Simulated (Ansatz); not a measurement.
# CCSD/cc-pVDZ run of BBrCl2 (bromodichloroborane)

What is the electronic atomisation energy of BBrCl2 (bromodichloroborane) at CCSD/cc-pVDZ? 

Program for the calculation: Ansatz 0.2.0.

62 further runs of the same task are left out: 1 that didn't finish, 61 set aside as unsound or not needed.

**1. The molecule**

BBrCl2: 4 atoms, total charge 0, spin state singlet. SMILES: `ClB(Cl)Br`. The coordinates come from a PBE0-D4/def2-TZVP relaxation.

Bond lengths: Cl1–B2 1.735 Å, B2–Cl3 1.735 Å, B2–Br4 1.901 Å. Angles: Cl1–B2–Cl3 120.1°, Cl1–B2–Br4 119.9°, Cl3–B2–Br4 119.9°.

**2. A single-point energy at CCSD/cc-pVDZ**

The input, run.yaml:

```yaml
crystal:
  periodic: [false, false, false]
  atoms:
    - {symbol: Cl, position_ang: [0.582100, 0.666000, 1.510800]}
    - {symbol: B, position_ang: [0.037200, -0.038100, 0.022100]}
    - {symbol: Cl, position_ang: [0.444300, -1.679200, -0.365600]}
    - {symbol: Br, position_ang: [-1.008100, 0.991100, -1.187600]}
basis:
  gaussian: {orbitals: cc-pVDZ}
correlation: {method: ccsd, frozen_orbitals: {B: 1, Br: 9, Cl: 5}}
accuracy: high
scf: {omitted_lower_state_checks: [cluster_reference, increment]}
```

Launch:

```
$ ansatz run run.yaml --threads 1 --pin off --max-ram 3480MiB --events-out events.jsonl --progress --plain --runs-dir runs
```

The log of the run, shortened:

```text
Warning: RAYON_NUM_THREADS=1 ignored (pool sized by the plan → 1); use --threads N
Functional definition: HF
  name "HF"
[...]
1640 factors; integrals over basis functions are off by at most 4.6e-9 eV
[...]
mean field -95680.65790813 eV, -3516.1993234445 hartree, gradient 1.1e-8 eV, S^2 0.000000; 0 other end points of the search recorded, 0 dependent functions left out
20 core orbitals not correlated: weight in the atoms' cores, before any rotation towards them, 1.000 or more for the frozen orbitals, at most 0.000 for the correlated occupied ones
reference -95680.65790813 eV, -3516.1993234445 hartree; 17, 17 occupied and 40, 40 virtual orbitals, 1640 factors
second order -13.05615254 eV of doubles, -0.00000000 eV of singles
cycle   1  -13.56932602 eV  change   -5.1e-1 eV  update   8.3e-2
[...]
cycle  19  -13.88360209 eV  change    3.0e-9 eV  update   2.2e-9
Total energy: -95694.54151022 eV, -3516.7095364105 hartree
Checks for a lower state left out: cluster_reference, increment
```

It took 9.9 s on 1 thread of Arm Neoverse V1, shared host; peak memory 0.28 GiB.

**3. The B atom**

The input, in.yaml:

```yaml
crystal:
  periodic: [false, false, false]
  atoms:
    - symbol: B
      position_ang: [0.000000, 0.000000, 0.000000]
basis:
  gaussian:
    orbitals: cc-pVDZ
magnetization:
  spin_polarized: true
  initial_magnetization: 1
correlation:
  method: ccsd
  frozen_orbitals: {B: 1}
accuracy: high
scf:
  omitted_lower_state_checks: [cluster_reference, increment]
```

Launch:

```
$ ansatz run in.yaml --threads 1 --pin off --max-ram 3480MiB --events-out events.jsonl --progress --plain --runs-dir runs
```

The log of the run, shortened:

```text
Warning: RAYON_NUM_THREADS=1 ignored (pool sized by the plan → 1); use --threads N
[... 2 set-up lines as earlier in the session ...]
[...]
96 factors; integrals over basis functions are off by at most 1.0e-9 eV
[...]
mean field -667.49426036 eV, -24.5299616244 hartree, gradient 1.5e-8 eV, S^2 0.757452; 5 other end points of the search recorded, 0 dependent functions left out
1 core orbitals not correlated: weight in the atoms' cores, before any rotation towards them, 1.000 or more for the frozen orbitals, at most 0.000 for the correlated occupied ones
reference -667.49426036 eV, -24.5299616244 hartree; 2, 1 occupied and 11, 12 virtual orbitals, 96 factors
second order -0.99351660 eV of doubles, -0.00000000 eV of singles
cycle   1  -1.34121067 eV  change   -3.5e-1 eV  update   6.2e-2
[...]
cycle  16  -1.59575403 eV  change   9.1e-11 eV  update  2.9e-10
Total energy: -669.09001439 eV, -24.5886045035 hartree
Checks for a lower state left out: cluster_reference, increment
```

Wall time 0.18 s (1 thread of Arm Neoverse V1, shared host).

**4. The Br atom**

The input, molecule.yaml:

```yaml
crystal:
  periodic: [false, false, false]
  atoms:
    - symbol: Br
      position_ang: [0.000000, 0.000000, 0.000000]
basis:
  gaussian:
    orbitals: cc-pVDZ
magnetization:
  spin_polarized: true
  initial_magnetization: 1
correlation:
  method: ccsd
  frozen_orbitals: {Br: 9}
accuracy: high
scf:
  omitted_lower_state_checks: [cluster_reference, increment]
```

Launch:

```
$ ansatz run molecule.yaml --threads 1 --pin off --max-ram 3480MiB --events-out events.jsonl --progress --plain --runs-dir runs
```

The log of the run, shortened:

```text
Warning: RAYON_NUM_THREADS=1 ignored (pool sized by the plan → 1); use --threads N
[... 2 set-up lines as earlier in the session ...]
[...]
261 factors; integrals over basis functions are off by at most 4.6e-9 eV
[...]
mean field -69997.70939306 eV, -2572.3683740435 hartree, gradient 8.7e-9 eV, S^2 0.755596; 4 other end points of the search recorded, 0 dependent functions left out
9 core orbitals not correlated: weight in the atoms' cores, before any rotation towards them, 1.000 or more for the frozen orbitals, at most 0.000 for the correlated occupied ones
reference -69997.70939306 eV, -2572.3683740435 hartree; 9, 8 occupied and 9, 10 virtual orbitals, 261 factors
second order -2.84911684 eV of doubles, -0.00000000 eV of singles
cycle   1  -3.12571699 eV  change   -2.8e-1 eV  update   3.1e-2
[...]
cycle  14  -3.20108972 eV  change  -3.2e-10 eV  update  3.9e-10
Total energy: -70000.91048278 eV, -2572.4860119209 hartree
Checks for a lower state left out: cluster_reference, increment
```

Wall time 0.58 s (1 thread of Arm Neoverse V1, shared host).

**5. The Cl atom at the same level**

The input, molecule.yaml:

```yaml
crystal:
  periodic: [false, false, false]
  atoms:
    - {symbol: Cl, position_ang: [0.000000, 0.000000, 0.000000]}
basis:
  gaussian: {orbitals: cc-pVDZ}
scf: {omitted_lower_state_checks: [cluster_reference, increment]}
magnetization: {spin_polarized: true, initial_magnetization: 1}
correlation: {method: ccsd, frozen_orbitals: {Cl: 5}}
accuracy: high
```

Launch:

```
$ ansatz run molecule.yaml --threads 1 --pin off --max-ram 3480MiB --events-out events.jsonl --progress --plain --runs-dir runs
```

The log of the run, shortened:

```text
Warning: RAYON_NUM_THREADS=1 ignored (pool sized by the plan → 1); use --threads N
[... 2 set-up lines as earlier in the session ...]
[...]
141 factors; integrals over basis functions are off by at most 3.0e-9 eV
[...]
mean field -12502.84675428 eV, -459.4711434857 hartree, gradient 1.7e-8 eV, S^2 0.755667; 2 other end points of the search recorded, 0 dependent functions left out
5 core orbitals not correlated: weight in the atoms' cores, before any rotation towards them, 1.000 or more for the frozen orbitals, at most 0.000 for the correlated occupied ones
reference -12502.84675428 eV, -459.4711434857 hartree; 4, 3 occupied and 9, 10 virtual orbitals, 141 factors
second order -2.98777101 eV of doubles, -0.00000000 eV of singles
cycle   1  -3.35504386 eV  change   -3.7e-1 eV  update   3.1e-2
[...]
cycle  14  -3.44483155 eV  change  -4.3e-10 eV  update  3.8e-10
Total energy: -12506.29158583 eV, -459.5977387103 hartree
Checks for a lower state left out: cluster_reference, increment
```

Wall time 0.26 s (1 thread of Arm Neoverse V1, shared host).

**6. Results**

At CCSD/cc-pVDZ, 20 core orbitals frozen:

| quantity | value |
| --- | --- |
| molecule: total energy | -3516.70954 Eh |
| molecule: correlation energy (20 core orbitals frozen) | -510.2 mEh |
| molecule: T1 diagnostic | 0.010 |
| B atom: total energy | -24.58860 Eh |
| B atom: correlation energy (1 core orbital frozen) | -58.6 mEh |
| B atom: ⟨S²⟩ of the reference determinant | 0.757 |
| B atom: T1 diagnostic | 0.011 |
| Br atom: total energy | -2572.48601 Eh |
| Br atom: correlation energy (9 core orbitals frozen) | -117.6 mEh |
| Br atom: ⟨S²⟩ of the reference determinant | 0.756 |
| Br atom: T1 diagnostic | 0.003 |
| Cl atom: total energy | -459.59774 Eh |
| Cl atom: correlation energy (5 core orbitals frozen) | -126.6 mEh |
| Cl atom: ⟨S²⟩ of the reference determinant | 0.756 |
| Cl atom: T1 diagnostic | 0.005 |
| electronic atomisation energy | 11.958 eV |

In words: Taking the molecule apart into free atoms costs 11.96 eV (276 kcal/mol), before zero-point energy and without spin-orbit coupling.
